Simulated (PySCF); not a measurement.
# CH4InNS (SMILES S=C[NH][InH2]) at SVWN5/ANO-RCC-VDZ (sfX2C)

What is the vertical ionisation energy of CH4InNS at SVWN5/ANO-RCC-VDZ (sfX2C)? 

The results are computed with PySCF 2.14.0.

## 1. The structure to begin with

CH4InNS: 8 atoms, total charge 0, spin state singlet. As SMILES, `S=C[NH][InH2]`. Geometry: relaxed at PBE0-D4/def2-TZVP. This is one conformer, not always the lowest.

Bond lengths: S1–C2 1.636 Å, C2–N3 1.340 Å, N3–In4 2.069 Å, C2–H5 1.094 Å, N3–H6 1.015 Å, In4–H7 1.703 Å, In4–H8 1.702 Å. Angles: S1–C2–N3 126.6°, C2–N3–In4 126.2°, S1–C2–H5 119.9°, N3–C2–H5 113.5°, C2–N3–H6 111.7°, In4–N3–H6 122.2°, N3–In4–H7 111.7°, N3–In4–H8 112.3°, H7–In4–H8 136.0°.

## 2. The energy at SVWN5/ANO-RCC-VDZ (sfX2C)

The input, input.py:

```python
# S=C[NH][InH2]
from pyscf import gto, dft

molecule = gto.M(
    atom='''
S        1.077600       2.713600       0.357400
C        0.504300       1.285100      -0.197100
N        0.104900       0.242600       0.543700
In      -0.618600      -1.559100      -0.172500
H        0.418700       1.113400      -1.274600
H        0.196000       0.431800       1.536700
H       -0.658800      -1.589600      -1.874300
H       -1.024000      -2.637700       1.080600
''',
    spin=0,
    verbose=3,
    max_memory=1860,
    basis='ano-rcc-vdz',
)

mf = dft.RKS(molecule)
mf.xc = 'svwn'
mf = mf.x2c()
mf.conv_tol = 1e-10
mf.grids.level = 4
mf.kernel()
if not mf.converged:
    mf = mf.newton().run(mf.mo_coeff, mf.mo_occ)

energy = mf.e_tot
print('E = %.10f Eh' % energy)
```

Command:

```bash
OMP_NUM_THREADS=1 python input.py
```

Log:

```text
converged SCF energy = -6367.41581324492
E = -6367.4158132449 Eh
```

It took 20 s on 1 thread of Arm Neoverse V1, shared host; peak memory 0.25 GiB.

## 3. The doublet cation, same level

The input, run.py:

```python
from pyscf import gto, dft

system = gto.M(
    atom='''
S        1.077600       2.713600       0.357400
C        0.504300       1.285100      -0.197100
N        0.104900       0.242600       0.543700
In      -0.618600      -1.559100      -0.172500
H        0.418700       1.113400      -1.274600
H        0.196000       0.431800       1.536700
H       -0.658800      -1.589600      -1.874300
H       -1.024000      -2.637700       1.080600
''',
    basis='ano-rcc-vdz',
    verbose=3,
    max_memory=1860,
    spin=1,
    charge=1,
)

mf = dft.UKS(system, xc='svwn')
mf = mf.x2c()
mf.grids.level = 4
mf.conv_tol = 1e-10
mf.kernel()
if not mf.converged:
    mf = mf.newton().run(mf.mo_coeff, mf.mo_occ)

e_tot = mf.e_tot
print('E(%s) = %.9f' % ('SVWN5', e_tot))
```

Command:

```bash
OMP_NUM_THREADS=1 python run.py
```

Log:

```text
WARN: HOMO -0.442425883650502 >= LUMO -0.442007532635541

converged SCF energy = -6367.10522594654  <S^2> = 0.75257307  2S+1 = 2.0025714
E(SVWN5) = -6367.105225947
```

Wall time 26 s (1 thread of Arm Neoverse V1, shared host); peak memory 0.25 GiB.

## 4. What came out

Level: SVWN5/ANO-RCC-VDZ (sfX2C).

```
                                          quantity           value
                     singlet CH4InNS: total energy  -6367.41581 Eh
                    singlet CH4InNS: dipole moment          5.06 D
                      singlet CH4InNS: HOMO energy        -5.08 eV
                      singlet CH4InNS: LUMO energy        -3.24 eV
                    singlet CH4InNS: HOMO–LUMO gap         1.83 eV
                      doublet cation: total energy  -6367.10523 Eh
doublet cation: HOMO energy (highest over α and β)       -12.17 eV
 doublet cation: LUMO energy (lowest over α and β)       -11.86 eV
                              doublet cation: ⟨S²⟩           0.753
vertical ionisation energy (to the doublet cation)        8.452 eV
```

Removing an electron at fixed nuclei costs 8.45 eV (815 kJ/mol). −ε(HOMO) before ionisation, 5.08 eV, is 3.38 eV below this ionisation energy. Mulliken charges (doublet cation) run from -0.51 on N3 to +0.53 on In4.
